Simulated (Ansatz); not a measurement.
# C₂H₆F₂Si: a ladder of functionals and wavefunction methods

Aim: compute C₂H₆F₂Si with functionals from several rungs and with coupled cluster. The yardstick is the atomisation energy at the CCSD(T) limit.

The runs use Ansatz 0.2.0, Gaussian basis; functionals in def2-TZVPP, the program's frozen cores in correlated methods.

Levels to be run: LDA (SPW92), PBE-D4, revPBE-D4, BLYP-D4, r2SCAN-D4, B97M-V, PBE0-D4, B3LYP-D4, r2SCANh-D4, r2SCAN0-D4, HSE06-D4, BHLYP-D4, CAM-B3LYP-D4, LC-ωPBE, ωB97X-V, ωB97M-V, B2PLYP, PBE-QIDH; CCSD(T)/def2-SVP; CCSD(T)/def2-TZVPP; MP2/def2-QZVPP; extrapolation to the limit; RPA on PBE.

## 1. Structure used throughout

All runs share one geometry, relaxed beforehand with PBE0-D4 in a triple-zeta def2 set.

SMILES `CC[SiH](F)F`, 11 atoms, charge 0, spin multiplicity 1.

Atoms are counted from 1 here; the program's logs count them from 0.

Bond lengths: C1–C2 1.529 Å, C1–H6 1.092 Å, C1–H7 1.092 Å, C1–H8 1.092 Å, C2–Si3 1.846 Å, C2–H9 1.096 Å, C2–H10 1.096 Å, Si3–F4 1.592 Å, Si3–F5 1.592 Å, Si3–H11 1.478 Å. Angles: C2–C1–H6 111.2°, C2–C1–H7 111.3°, C2–C1–H8 111.3°, H6–C1–H7 107.7°, H6–C1–H8 107.7°, H7–C1–H8 107.5°, C1–C2–Si3 114.1°, C1–C2–H9 110.7°, C1–C2–H10 110.7°, Si3–C2–H9 107.5°, Si3–C2–H10 107.5°, H9–C2–H10 105.8°, C2–Si3–F4 109.9°, C2–Si3–F5 109.9°, C2–Si3–H11 114.9°, F4–Si3–F5 106.4°, F4–Si3–H11 107.7°, F5–Si3–H11 107.7°.

## 2. LDA

This LDA is Slater exchange with PW92 correlation.

Contents of in.yaml:

```yaml
crystal:
  periodic: [false, false, false]
  atoms:
    - {symbol: C, position_ang: [-0.862061, 0.774630, -0.807148]}
    - {symbol: C, position_ang: [-0.303317, -0.565431, -0.327600]}
    - {symbol: Si, position_ang: [1.009935, -0.417981, 0.961944]}
    - {symbol: F, position_ang: [2.222988, 0.448617, 0.402365]}
    - {symbol: F, position_ang: [0.441804, 0.367058, 2.225503]}
    - {symbol: H, position_ang: [-1.633143, 0.631181, -1.566973]}
    - {symbol: H, position_ang: [-1.308567, 1.336096, 0.016240]}
    - {symbol: H, position_ang: [-0.078814, 1.398094, -1.243510]}
    - {symbol: H, position_ang: [0.119053, -1.131838, -1.166012]}
    - {symbol: H, position_ang: [-1.102018, -1.193475, 0.084442]}
    - {symbol: H, position_ang: [1.559339, -1.703953, 1.441247]}
basis:
  gaussian: {orbitals: def2-TZVPP}
hamiltonian: {xc: lda}
output: {orbitals: {seedname: orbitals}}
```

Launch:

```console
$ ansatz run in.yaml --threads 4 --pin off --events-out ev --progress --plain --max-ram 10444MiB
```

The runs that follow: PBE-D4 (GGA); revPBE-D4 (GGA); BLYP-D4 (GGA); r2SCAN-D4 (meta-GGA); B97M-V (meta-GGA); PBE0-D4 (hybrid); B3LYP-D4 (hybrid); r2SCANh-D4 (hybrid); r2SCAN0-D4 (hybrid); HSE06-D4 (hybrid); BHLYP-D4 (hybrid); CAM-B3LYP-D4 (range-separated); LC-ωPBE (range-separated); ωB97X-V (range-separated); ωB97M-V (range-separated); B2PLYP (double hybrid); PBE-QIDH (double hybrid); CCSD(T) in def2-SVP; CCSD(T) in def2-TZVPP; MP2 in def2-QZVPP; RPA on PBE orbitals.

**Question.** What will the summary of the whole plan be? Wanted: atomisation energy, CCSD(T)/CBS; farthest beyond LDA; mean size of error, GGA; mean size of error, meta-GGA; mean size of error, hybrid; mean size of error, range-separated; mean size of error, double hybrid; gap, smallest and largest; T1 diagnostic.

The runs gave:

```
                               quantity                                              value
        atomisation energy, CCSD(T)/CBS                                      4377.5 kJ/mol
 functionals within 21.9 kJ/mol (0.5 %)  r2SCAN-D4, B97M-V, CAM-B3LYP-D4, ωB97X-V, ωB97M-V
                    farthest beyond LDA                           BHLYP-D4 (-125.4 kJ/mol)
                mean size of error, GGA                                        47.5 kJ/mol
           mean size of error, meta-GGA                                         8.6 kJ/mol
             mean size of error, hybrid                                        51.3 kJ/mol
    mean size of error, range-separated                                        10.7 kJ/mol
      mean size of error, double hybrid                                        46.5 kJ/mol
              gap, smallest and largest          7.32 eV (LDA (SPW92)), 14.62 eV (LC-ωPBE)
                          T1 diagnostic                                             0.0107
triples share of the correlation energy                                              3.1 %
```

In words: LDA overbinds by 543.2 kJ/mol (12 %). PBE-D4 is off by +27.1 kJ/mol. Double hybrids carry the basis error of their MP2 part in triple zeta, and no dispersion term here, so their miss is partly the set-up's. The rungs meta-GGA, range-separated miss on average by less than the doubt on the reference (21.9 kJ/mol), so they tie. Misses under about 21.9 kJ/mol are within the doubt on the reference itself, which lacks core-valence correlation, relativity and higher excitations. Hartree-Fock recovers 76 % of the binding; the rest is correlation. CCSD(T) in def2-SVP is off by -258.7 kJ/mol, more than most functionals: a good method in a small basis is no reference. Orbital gaps span 7.3 to 14.6 eV; exact exchange widens them.
